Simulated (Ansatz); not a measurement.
# WBrCl3: the cost of one run

Program: Ansatz 0.2.0. Level of theory: DFT PBE, scalar-relativistic, plane waves, PAW. These are calculated values, not measurements.

1 further run of the same task is left out (set aside as unsound or not needed).

**1. The structure to begin with**

It takes space group Pm-3m (No. 221, cubic). Conventional cell: a = 4.771 Å, b = 4.771 Å, c = 4.771 Å, α = 90.00°, β = 90.00°, γ = 90.00°. W (site symmetry m-3m) is surrounded by 6 Cl at 2.39 Å. Br (site symmetry m-3m) is surrounded by 12 Cl at 3.37 Å. Cl (site symmetry 4/mmm) has 2 W at 2.39 Å as nearest neighbours.

As a file:

```cif
data_structure
_symmetry_space_group_name_H-M 'P 1'
_symmetry_Int_Tables_number 1
_cell_length_a 4.7712
_cell_length_b 4.7712
_cell_length_c 4.7712
_cell_angle_alpha 90.000
_cell_angle_beta 90.000
_cell_angle_gamma 90.000
_cell_volume 108.61
loop_
_atom_site_label
_atom_site_type_symbol
_atom_site_fract_x
_atom_site_fract_y
_atom_site_fract_z
_atom_site_occupancy
W1 W 0.50000 0.50000 0.50000 1
Br1 Br 0.00000 0.00000 0.00000 1
Cl1 Cl 0.50000 0.50000 0.00000 1
Cl2 Cl 0.50000 0.00000 0.50000 1
Cl3 Cl 0.00000 0.50000 0.50000 1
```

The cell was relaxed beforehand at this level, from a database cell with other species swapped in; it is a trial structure. At a tolerance of 0.05 Å it has space group Pm-3m (No. 221); it has 21.72 Å³/atom, an uncorrected energy of -0.10 eV/atom over the elements.

**2. Electronic structure at the relaxed geometry**

Contents of input.yaml:

```yaml
crystal:
  lattice:
    - [4.7711874317, 0.0, 0.0]
    - [0.0, 4.7711874317, 0.0]
    - [0.0, 0.0, 4.7711874317]
  atoms:
    - { symbol: W, position: [0.5, 0.5, 0.5] }
    - { symbol: Br, position: [0.0, 0.0, 0.0] }
    - { symbol: Cl, position: [0.5, 0.5, 0.0] }
    - { symbol: Cl, position: [0.5, 0.0, 0.5] }
    - { symbol: Cl, position: [0.0, 0.5, 0.5] }
basis:
  ecutwfc: 420
kpoints:
  mp_grid: { grid: [8, 8, 8] }
  band_path:
    path:
      - [[0.0, 0.0, 0.0], [0.0, 0.5, 0.0], [0.5, 0.5, 0.0], [0.0, 0.0, 0.0], [0.5, 0.5, 0.5], [0.0, 0.5, 0.0]]
      - [[0.5, 0.5, 0.5], [0.5, 0.5, 0.0]]
    npoints: 14
hamiltonian:
  xc: pbe
scf:
  occupations: { method: gaussian, width: 0.1 }
  n_extra_bands: 12
output:
  forces: true
  stress: true
  eigenvalues: true
  populations: true
  dos: { projected: true, de: 0.02, nscf_kmesh: { grid: [10, 10, 10] } }
  bader: true
  write_density: true
  write_potential: true
  elf: true
  volumetric_format: npy
```

Started as:

```sh
ansatz run input.yaml --threads 1 --pin off --max-ram 2560MiB --backend cpu --events-out ev --progress --plain --runs-dir out
```

Q: Estimate wall time and peak memory on 1 thread of Arm Neoverse V2, shared host.

About 58 s, with a peak of 0.44 GiB.
